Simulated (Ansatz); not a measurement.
**C8H16: basis-set convergence**

One table from this session's results is given with a row withheld; the runs are named, their logs left out.

Method: one geometry, several basis sets; program: Ansatz 0.2.0, Gaussian basis.

The runs, in order: PBE0-D4/def2-SVP; ωB97M-V/def2-SVP; PBE0-D4/def2-QZVPP; ωB97M-V/def2-QZVPP; the functionals' def2-TZVPP values are taken from earlier runs.

1 further run of the same task is left out (it didn't finish).

## Structure used throughout

The geometry comes from an earlier relaxation with PBE0-D4 in a triple-zeta def2 set; it is a stationary point, not always the lowest conformer.

SMILES `C=C(C)CC(C)(C)C`, 24 atoms, charge 0, spin multiplicity 1.

Atoms are counted from 1 here; the program's logs count them from 0.

Bond lengths: C1–C2 1.330 Å, C1–H9 1.084 Å, C1–H10 1.085 Å, C2–C3 1.497 Å, C2–C4 1.505 Å, C3–H11 1.096 Å, C3–H12 1.091 Å, C3–H13 1.093 Å, C4–C5 1.546 Å, C4–H14 1.095 Å, C4–H15 1.096 Å, C5–C6 1.526 Å, C5–C7 1.525 Å, C5–C8 1.525 Å, C6–H16 1.094 Å, C6–H17 1.094 Å, C6–H18 1.094 Å, C7–H19 1.092 Å and more. Angles: C2–C1–H9 121.6°, C2–C1–H10 121.5°, H9–C1–H10 117.0°, C1–C2–C3 121.3°, C1–C2–C4 121.7°, C3–C2–C4 116.9°, C2–C3–H11 110.1°, C2–C3–H12 111.6°, C2–C3–H13 111.8°, H11–C3–H12 108.2°, H11–C3–H13 106.4°, H12–C3–H13 108.5°, C2–C4–C5 116.9°, C2–C4–H14 109.1°, C2–C4–H15 108.8°, C5–C4–H14 107.3°, C5–C4–H15 107.7°, H14–C4–H15 106.5° and more.

Set-up of the first run:

Input file in.yaml:

```yaml
crystal:
  periodic: [false, false, false]
  atoms:
    - {symbol: C, position_ang: [1.458906, -1.448933, -1.466754]}
    - {symbol: C, position_ang: [0.433076, -0.602117, -1.452073]}
    - {symbol: C, position_ang: [0.249208, 0.416130, -2.534403]}
    - {symbol: C, position_ang: [-0.621005, -0.653856, -0.378992]}
    - {symbol: C, position_ang: [-0.350033, 0.161281, 0.906590]}
    - {symbol: C, position_ang: [-1.600674, 0.070369, 1.776894]}
    - {symbol: C, position_ang: [-0.064867, 1.626354, 0.592871]}
    - {symbol: C, position_ang: [0.832853, -0.424913, 1.669635]}
    - {symbol: H, position_ang: [1.570912, -2.217832, -0.710209]}
    - {symbol: H, position_ang: [2.216832, -1.406976, -2.241651]}
    - {symbol: H, position_ang: [-0.674490, 0.213921, -3.087614]}
    - {symbol: H, position_ang: [1.079430, 0.405465, -3.242083]}
    - {symbol: H, position_ang: [0.151960, 1.426626, -2.129740]}
    - {symbol: H, position_ang: [-0.775220, -1.694838, -0.077158]}
    - {symbol: H, position_ang: [-1.571873, -0.307088, -0.800425]}
    - {symbol: H, position_ang: [-1.457672, 0.603943, 2.720636]}
    - {symbol: H, position_ang: [-1.840542, -0.970279, 2.013186]}
    - {symbol: H, position_ang: [-2.465813, 0.508412, 1.270821]}
    - {symbol: H, position_ang: [0.858908, 1.738735, 0.020581]}
    - {symbol: H, position_ang: [0.049774, 2.196070, 1.519226]}
    - {symbol: H, position_ang: [-0.880972, 2.079561, 0.022639]}
    - {symbol: H, position_ang: [0.649318, -1.469292, 1.938835]}
    - {symbol: H, position_ang: [1.747691, -0.384387, 1.075173]}
    - {symbol: H, position_ang: [1.004274, 0.133635, 2.594024]}
basis:
  gaussian: {orbitals: def2-SVP}
hamiltonian: {xc: pbe0, dispersion: d4}
output: {orbitals: {seedname: orbitals}}
```

On the command line:

```console
$ ansatz run in.yaml --threads 4 --pin off --events-out ev --progress --plain --max-ram 66560MiB --backend cpu
```

Among the steps run: PBE0-D4 in def2-SVP; ωB97M-V in def2-SVP; PBE0-D4 in def2-QZVPP; ωB97M-V in def2-QZVPP.

One table of the session follows, with a row left open; its other results are not shown here.

It belongs to the step «Functionals by basis». 

```
functional       basis  HOMO (eV)  LUMO (eV)
   PBE0-D4    def2-SVP      -6.91       0.61
   PBE0-D4  def2-TZVPP      -6.96       0.38
   PBE0-D4  def2-QZVPP      -6.97       0.25
   ωB97M-V    def2-SVP          ?          ?
   ωB97M-V  def2-TZVPP      -9.20       2.28
   ωB97M-V  def2-QZVPP      -9.20       1.61
```

Estimate the missing values for ωB97M-V, def2-SVP.

The run gave: HOMO (eV): -9.15; LUMO (eV): 2.71. In the column «HOMO (eV)» it lies between ωB97M-V, def2-QZVPP (-9.20) and PBE0-D4, def2-QZVPP (-6.97).
